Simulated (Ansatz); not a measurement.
**AlBClH3O2: harmonic frequencies at the relaxed geometry in Python**

At which frequencies does AlBClH3O2 vibrate? Wanted for AlBClH3O2: harmonic frequencies at the relaxed geometry. SMILES: B[O][Al]([OH])[Cl].

Program: Ansatz 0.2.0 through its Python package. Level of theory: PBE/def2-SVP. These are calculated values, not measurements.

### 1 The system

Bond lengths: B1–O2 1.397 Å, O2–Al3 1.836 Å, Al3–O4 1.812 Å, Al3–Cl5 2.224 Å, B1–H6 1.206 Å, B1–H7 1.215 Å, O4–H8 1.025 Å. Angles: B1–O2–Al3 103.1°, O2–B1–H6 123.5°, O2–B1–H7 120.7°, H6–B1–H7 115.2°, O2–Al3–O4 119.8°, O2–Al3–Cl5 120.2°, O4–Al3–Cl5 119.8°, Al3–O4–H8 100.7°.

Input file albclh3o2.xyz:

```xyz
8

B    -0.51090    1.47010    0.10690
O     0.79750    1.04900    0.35520
Al    0.78140   -0.70530   -0.18720
O     0.44710   -2.01630    1.01780
Cl    1.32530   -1.23600   -2.27750
H    -1.38060    1.46550    0.94170
H    -0.79800    2.02300   -0.93590
H    -0.56950   -2.10710    0.92310
```

### 2 The code

albclh3o2.py reads:

```python
# -*- coding: utf-8 -*-
"""Harmonic frequencies of AlBClH3O2 at its relaxed geometry."""

from dataclasses import dataclass
import itertools

import ansatz as az
from ase.data import atomic_numbers, covalent_radii
import numpy as np


@dataclass
class Settings:
    basis: str = "def2-SVP"
    functional: str = "PBE"


opts = Settings()

system = az.Crystal.molecule_from_extxyz("albclh3o2.xyz")

job = system.calculation().basis(gaussian=opts.basis).functional(opts.functional)
symbols = [site.symbol for site in system.cartesian_sites]
start = np.array([site.position_ang for site in system.cartesian_sites], dtype=float)
r = job.relax(force_tolerance=0.003).run(threads=1).report
end = np.array(r["positions_ang"])

# pairs closer than 1.2 times the sum of covalent radii, before or after
radius = [covalent_radii[atomic_numbers[s]] for s in symbols]
span = lambda where, i, j: np.linalg.norm(where[i] - where[j])
bonded = [(i, j) for i, j in itertools.combinations(range(len(symbols)), 2) if min(span(start, i, j), span(end, i, j)) < 1.2 * (radius[i] + radius[j])]
print("pair        before    after (A)")
for i, j in bonded:
    print(f"{symbols[i]}{i}-{symbols[j]}{j}".ljust(10), f"{span(start, i, j):8.4f} {span(end, i, j):8.4f}")

# same settings at the minimum
minimum = az.Crystal.molecule()
for symbol, place in zip(symbols, end):
    minimum = minimum.atom(symbol, place.tolist())
vibrating = minimum.calculation()
vibrating = vibrating.basis(gaussian=opts.basis).functional(opts.functional)
vibrating = vibrating.phonons(temperatures=(200, 600, 100))
vib = vibrating.run(threads=1).report["vibrations"]
sums = vib["harmonic_sums"]
modes = [m["omega_inv_cm"] for m in sums["modes_at_gamma"] if m["rigid_motion"] == "no"]
for number, w in enumerate(modes, start=1):
    print(f"mode {number:2d} {w:9.1f} 1/cm {w / 8065.544 * 1000:8.2f} meV")
print("imaginary modes:", sum(w < 0 for w in modes), " zero-point energy:", round(sums["zero_point_energy_ev"], 4), "eV")
print("T (K)   F_vib (eV)   S_vib (meV/K)   C_vib (meV/K)")
for row in zip(sums["temperatures_k"], sums["vibrational_free_energy_ev"], vib["entropy_ev_per_k"], vib["heat_capacity_ev_per_k"]):
    print(f"{row[0]:6.1f} {row[1]:11.4f} {1000 * row[2]:13.4f} {1000 * row[3]:15.4f}")
```

### 3 The run

Command:

```console
$ python albclh3o2.py
```

Without the output at hand: what should come out? Wanted: moves of the relaxation of run 1; energy gained in run 1; last largest force component of run 1; highest frequency; imaginary modes; zero-point energy.

**Answer**, as computed:

| quantity | value |
| --- | --- |
| runs compared | 2 |
| moves of the relaxation of run 1 | 25 |
| energy gained in run 1 | 1.245 eV |
| last largest force component of run 1 | 0.0012 eV/Å |
| highest frequency | 3820 cm⁻¹ |
| imaginary modes | 0 |
| zero-point energy | 1.080 eV |

In words: Run 1: The relaxation took 25 moves; the largest shift is 1.675 Å, of atom 6 (H). So large a move can change the bonding: the results belong to the relaxed structure. All frequencies are real, so the geometry is a minimum. The values are harmonic; measured fundamentals also hold anharmonic shifts, mostly downward for stretches. The frequencies are harmonic and unscaled, in a modest basis. The result belongs to the one conformer reached from this start, and soft torsions count as harmonic oscillators.
